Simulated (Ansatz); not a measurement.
# C2H4GeN radical: one species, many methods

How much do the methods differ for C2H4GeN radical? The plan is to run it at one geometry with functionals of several rungs and with coupled cluster. The yardstick is the atomisation energy at the CCSD(T) limit.

Method: functionals in def2-TZVPP, the program's frozen cores in correlated methods; program: Ansatz 0.2.0, Gaussian basis.

Plan: LDA (SPW92), PBE-D4, revPBE-D4, BLYP-D4, r2SCAN-D4, B97M-V, PBE0-D4, B3LYP-D4, r2SCANh-D4, r2SCAN0-D4, HSE06-D4, BHLYP-D4, CAM-B3LYP-D4, LC-ωPBE, ωB97X-V, ωB97M-V, B2PLYP, PBE-QIDH; CCSD(T)/def2-SVP; CCSD(T)/def2-TZVPP; MP2/def2-QZVPP; extrapolation to the limit; RPA on PBE.

## (1) The geometry

An earlier PBE0-D4 in a triple-zeta def2 set relaxation fixed the geometry.

SMILES `[CH3][GeH][C]#N`, 8 atoms, charge 0, spin multiplicity 2.

Atoms are counted from 1 here; the program's logs count them from 0.

Bond lengths: C1–Ge2 1.950 Å, C1–H5 1.089 Å, C1–H6 1.089 Å, C1–H7 1.092 Å, Ge2–C3 1.923 Å, Ge2–H8 1.540 Å, C3–N4 1.154 Å. Angles: Ge2–C1–H5 109.8°, Ge2–C1–H6 109.9°, Ge2–C1–H7 109.0°, H5–C1–H6 109.5°, H5–C1–H7 109.4°, H6–C1–H7 109.2°, C1–Ge2–C3 108.4°, C1–Ge2–H8 114.9°, C3–Ge2–H8 106.7°, Ge2–C3–N4 175.6°.

## (2) LDA

This LDA is Slater exchange with PW92 correlation.

in.yaml reads:

```yaml
crystal:
  periodic: [false, false, false]
  atoms:
    - {symbol: C, position_ang: [-0.712256, 0.924824, -0.377485]}
    - {symbol: Ge, position_ang: [-0.106764, -0.452545, 0.863111]}
    - {symbol: C, position_ang: [1.645742, -1.029368, 0.322460]}
    - {symbol: N, position_ang: [2.730593, -1.326082, 0.062452]}
    - {symbol: H, position_ang: [-1.703333, 1.272620, -0.088174]}
    - {symbol: H, position_ang: [-0.016702, 1.762857, -0.368748]}
    - {symbol: H, position_ang: [-0.754771, 0.503518, -1.384014]}
    - {symbol: H, position_ang: [-0.990210, -1.713125, 0.914699]}
basis:
  gaussian: {orbitals: def2-TZVPP}
magnetization: {spin_polarized: true, initial_magnetization: 1}
hamiltonian: {xc: lda}
output: {orbitals: {seedname: orbitals}}
```

The run is started by

```bash
ansatz run in.yaml --threads 4 --pin off --events-out ev --progress --plain --max-ram 10444MiB
```

The runs that follow: PBE-D4 (GGA); revPBE-D4 (GGA); BLYP-D4 (GGA); r2SCAN-D4 (meta-GGA); B97M-V (meta-GGA); B3LYP-D4 (hybrid); r2SCANh-D4 (hybrid); r2SCAN0-D4 (hybrid); HSE06-D4 (hybrid); BHLYP-D4 (hybrid); CAM-B3LYP-D4 (range-separated); LC-ωPBE (range-separated); ωB97X-V (range-separated); ωB97M-V (range-separated); B2PLYP (double hybrid); PBE-QIDH (double hybrid); CCSD(T) in def2-SVP; CCSD(T) in def2-TZVPP; MP2 in def2-QZVPP; RPA on PBE orbitals.

Before running them: what should the planned runs give, taken together? Wanted: atomisation energy, CCSD(T)/CBS; farthest beyond LDA; mean size of error, GGA; mean size of error, meta-GGA; mean size of error, hybrid; mean size of error, range-separated; mean size of error, double hybrid; gap, smallest and largest; T1 diagnostic.

The runs gave:

```
                               quantity                                                                                                                                      value
        atomisation energy, CCSD(T)/CBS                                                                                                                              2985.4 kJ/mol
 functionals within 29.9 kJ/mol (1.0 %)  revPBE-D4, BLYP-D4, r2SCAN-D4, B97M-V, PBE0-D4, B3LYP-D4, r2SCANh-D4, HSE06-D4, CAM-B3LYP-D4, LC-ωPBE, ωB97X-V, ωB97M-V, B2PLYP, PBE-QIDH
                    farthest beyond LDA                                                                                                                   BHLYP-D4 (-103.4 kJ/mol)
                mean size of error, GGA                                                                                                                                41.4 kJ/mol
           mean size of error, meta-GGA                                                                                                                                11.3 kJ/mol
             mean size of error, hybrid                                                                                                                                34.8 kJ/mol
    mean size of error, range-separated                                                                                                                                 8.9 kJ/mol
      mean size of error, double hybrid                                                                                                                                12.8 kJ/mol
              gap, smallest and largest                                                                                                   0.96 eV (LDA (SPW92)), 8.33 eV (LC-ωPBE)
                          T1 diagnostic                                                                                                                                     0.0174
triples share of the correlation energy                                                                                                                                      4.4 %
```

**Reading.** The LDA atomisation energy is off by 444.4 kJ/mol (15 %): it overbinds. PBE-D4 misses by +90.1 kJ/mol. Double hybrids carry the basis error of their MP2 part in triple zeta, and no dispersion term here, so their miss is partly the set-up's. The rungs range-separated, meta-GGA, double hybrid miss on average by less than the doubt on the reference (29.9 kJ/mol), so they tie. The reference freezes the cores and leaves out relativity and excitations past (T), and its outer-core shells are covered unevenly, so misses under about 29.9 kJ/mol can't be ranked. Hartree-Fock recovers 70 % of the binding; the rest is correlation. CCSD(T) in def2-SVP is off by -162.5 kJ/mol, so the small basis spoils what the method gains. Orbital gaps span 1.0 to 8.3 eV; exact exchange widens them. Correlated methods include outer-core shells of Ge, which these sets cover unevenly.
